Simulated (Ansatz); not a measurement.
The same calculation of Al2O3, space group Pnnm as a Python script and as an input file (Ansatz 0.2.0, Python API).

Script `run_pdos.py`:
```python
"""Projected density of states of Al2O3."""

import warnings

import ansatz as az
import numpy as np

config = {
    "xc": "lda",
    "mesh": (4, 2, 6),
    "smearing": "Fixed",
    "extra_bands": 26,
}


def main() -> None:
    lattice = az.Lattice.of(
        (4.61378, 0.0, 0.0),
        (0.0, 9.56328, 0.0),
        (0.0, 0.0, 3.11986),
    )
    sites = [
        ("Al", (0.51702, 0.32457, 0.5)),
        ("Al", (0.48297, 0.67543, 0.5)),
        ("Al", (0.01702, 0.17543, 0.0)),
        ("Al", (0.98298, 0.82457, 0.0)),
        ("O", (0.87636, 0.24695, 0.5)),
        ("O", (0.0, 0.0, 0.0)),
        ("O", (0.62364, 0.74695, 0.0)),
        ("O", (0.37637, 0.25305, 0.0)),
        ("O", (0.12363, 0.75305, 0.5)),
        ("O", (0.5, 0.5, 0.5)),
    ]
    cell = az.Crystal(lattice=lattice)
    for symbol, position in sites:
        cell = cell.atom(symbol, position)

    model = (
        cell.calculation()
        .functional(config["xc"])
        .basis(41 * az.Ry)
        .kpoints(*config["mesh"])
        .occupations(config["smearing"])
        .scf(extra_bands=config["extra_bands"])
        .density_of_states(projected=True, energy_step=0.1)
    )
    with warnings.catch_warnings(record=True) as caught:
        warnings.simplefilter("always")
        outcome = model.run()
    print("warnings raised:", sorted(w.category.__name__ for w in caught) or "none")
    summary = outcome.report

    dos = outcome.density_of_states()
    energy = np.asarray(dos.energies_ev) - dos.fermi_ev
    curves = {}
    for site in outcome.projected_density_of_states().sites:
        for shell in site.shells:
            weight = sum(np.sum(curve.g_bin_mean_per_ev, axis=0) for curve in shell.curves)
            name = f"{site.species} {shell.label}"
            curves[name] = curves.get(name, 0) + weight

    print("E-EF   " + " ".join(f"{name:>8s}" for name in curves))
    for e in np.arange(-8, 4 + 0.1, 1.0):
        print(f"{e:5.1f}  " + " ".join(f"{np.interp(e, energy, g):8.3f}" for g in curves.values()))


if __name__ == "__main__":
    main()
```

```console
$ python run_pdos.py
warnings raised: ['DeckWarning']
E-EF      Al 3S    Al 3P     O 2S     O 2P
 -8.0     0.000    0.000    0.000    0.000
 -7.0     0.000    0.000    0.000    0.000
 -6.0     0.893    0.480    0.127    4.800
 -5.0     0.213    0.249    0.066    2.100
 -4.0     0.061    0.490    0.024    3.141
 -3.0     0.009    0.171    0.028    2.311
 -2.0     0.005    0.237    0.062    8.015
 -1.0     0.010    0.623    0.081    8.918
  0.0     0.000    0.044    0.000    1.382
  1.0     0.000    0.000    0.000    0.000
  2.0     0.000    0.000    0.000    0.000
  3.0     0.000    0.000    0.000    0.000
  4.0     0.072    0.023    0.041    0.008
```

`input.yaml`:
```yaml
crystal:
  lattice:
    - [4.61378, 0.0, 0.0]
    - [0.0, 9.56328, 0.0]
    - [0.0, 0.0, 3.11986]
  atoms:
    - { symbol: Al, position: [0.51702, 0.32457, 0.5] }
    - { symbol: Al, position: [0.48297, 0.67543, 0.5] }
    - { symbol: Al, position: [0.01702, 0.17543, 0.0] }
    - { symbol: Al, position: [0.98298, 0.82457, 0.0] }
    - { symbol: O, position: [0.87636, 0.24695, 0.5] }
    - { symbol: O, position: [0.0, 0.0, 0.0] }
    - { symbol: O, position: [0.62364, 0.74695, 0.0] }
    - { symbol: O, position: [0.37637, 0.25305, 0.0] }
    - { symbol: O, position: [0.12363, 0.75305, 0.5] }
    - { symbol: O, position: [0.5, 0.5, 0.5] }
basis:
  ecutwfc: 557.833418042754
kpoints:
  mp_grid:
    grid: [4, 2, 6]
hamiltonian:
  xc: lda
scf:
  n_extra_bands: 26
  occupations:
    method: fixed
output:
  dos:
    de: 0.1
    projected: true
```

Notes:
- Semilocal gaps usually lie well under measured ones.
- The Fermi level of a run with fixed occupations marks the highest occupied state on its mesh, not mid-gap.
- The crystal has a gap of about 3.36 eV on the mesh; bins of finite width blur the band edges.
- The structure comes from a database of computed cells and needn't be a stable or known phase.
- Curves are summed over the cell's atoms. Only shells that the potentials hold have channels, so projections don't add up to the total, least of all where a shell is missing (p of most metals); heights and places of peaks move with the mesh.
- The density of states is complete only as far up as bands were computed.
- Run time: 17 s on 1 thread of Arm Neoverse V1 (shared host), peak memory 0.53 GiB.
